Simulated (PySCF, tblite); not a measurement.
# C₅H₃FO: geometry, infrared bands, NMR shifts and spin-spin couplings

Wanted: the infrared bands, NMR shifts and spin-spin couplings of C₅H₃FO (`C#C[C@H](F)C=C=O`), by calculation.

Programs: tblite 0.8.0 and PySCF 2.14.0, with density-fitted response routines of our own. Each step states its level of theory. These are calculated values for one molecule in the gas phase, unless marked as measured. Atoms are numbered from 0 throughout.

## 1. The starting structure

10 atoms, charge 0, multiplicity 1; geometry from: force field or distance geometry start.

Bonds of the start (Å): C0–C1 1.22, C1–C2 1.45, C2–F3 1.37, C2–C4 1.49, C4–C5 1.30, C5–O6 1.17, C0–H7 1.07, C2–H8 1.10, C4–H9 1.08.

## 2. Optimising the geometry with GFN2-xTB

Job settings and geometry (Å):

```
{"job": {"kind": "relax", "xc": "GFN2-xTB", "basis": "xTB"}, "charge": 0, "multiplicity": 1}
C      1.966900    -0.908800     1.041900
C      1.153000    -0.519300     0.222300
C      0.191800    -0.064400    -0.759500
F      0.855300     0.686000    -1.696400
C     -0.849300     0.786700    -0.107800
C     -2.028600     0.364800     0.227100
O     -3.087400    -0.020800     0.533200
H      2.677900    -1.239000     1.763700
H     -0.261100    -0.911600    -1.290100
H     -0.609700     1.831100     0.043100
```

Run with:

```sh
$ OMP_NUM_THREADS=1 python probes_run.py task.json out
```

The driver reads the jobs from task.json and runs them one after another.

**Question.** This job is followed by: GFN2-xTB harmonic vibrations, gas phase; GIAO PBE0/pcSseg-1 NMR shielding, non-relativistic, gas phase; B3LYP/pcJ-1 indirect spin-spin coupling, non-relativistic, gas phase. What will the session give for the following? strongest single infrared mode (GFN2-xTB); zero-point energy (GFN2-xTB); ¹³C shifts against TMS (PBE0/pcSseg-1); ¹H shifts against TMS (PBE0/pcSseg-1); ¹⁹F shifts against CFCl3 (PBE0/pcSseg-1); ¹⁷O shifts against H2O (PBE0/pcSseg-1); largest coupling of the table (B3LYP/pcJ-1).

The runs gave:

```
                                   quantity                              value
  strongest single infrared mode (GFN2-xTB)             2293 cm⁻¹, 1108 km/mol
               zero-point energy (GFN2-xTB)                      38.1 kcal/mol
     ¹³C shifts against TMS (PBE0/pcSseg-1)  201.2, 85.6, 85.2, 81.0, 28.2 ppm
      ¹H shifts against TMS (PBE0/pcSseg-1)               5.95, 3.78, 2.34 ppm
   ¹⁹F shifts against CFCl3 (PBE0/pcSseg-1)                         -167.8 ppm
     ¹⁷O shifts against H2O (PBE0/pcSseg-1)                          394.4 ppm
largest coupling of the table (B3LYP/pcJ-1)            ¹J(C,H) C0–H7, 267.5 Hz
```

What this shows: Relaxing lowered the energy by 0.083 eV in 62 steps; the close pair that moved most is C0–C1, from 1.219 to 1.197 Å. No mode is imaginary among the 24: a minimum at this level. The strongest single mode, at 2293 cm⁻¹, moves mainly C5. GFN2-xTB is a fitted tight-binding method: band positions and strengths are rough. Its intensities can rank the bands wrongly. H8 (hydrogen on an allylic sp3 CH bonded to F) lies farthest downfield among hydrogen, at 5.95 ppm; its carbon carries F, an electronegative neighbour. At PBE0/pcSseg-1: Shielding is most anisotropic at O6 (span 369 ppm, paramagnetic term -459 ppm). In the run at B3LYP/pcJ-1, the largest coupling of the table is C0–H7, 267.5 Hz, of which the Fermi-contact term gives 268.4 Hz. Couplings across rotatable bonds belong to this one conformer; where others are populated, the observed values are averages.
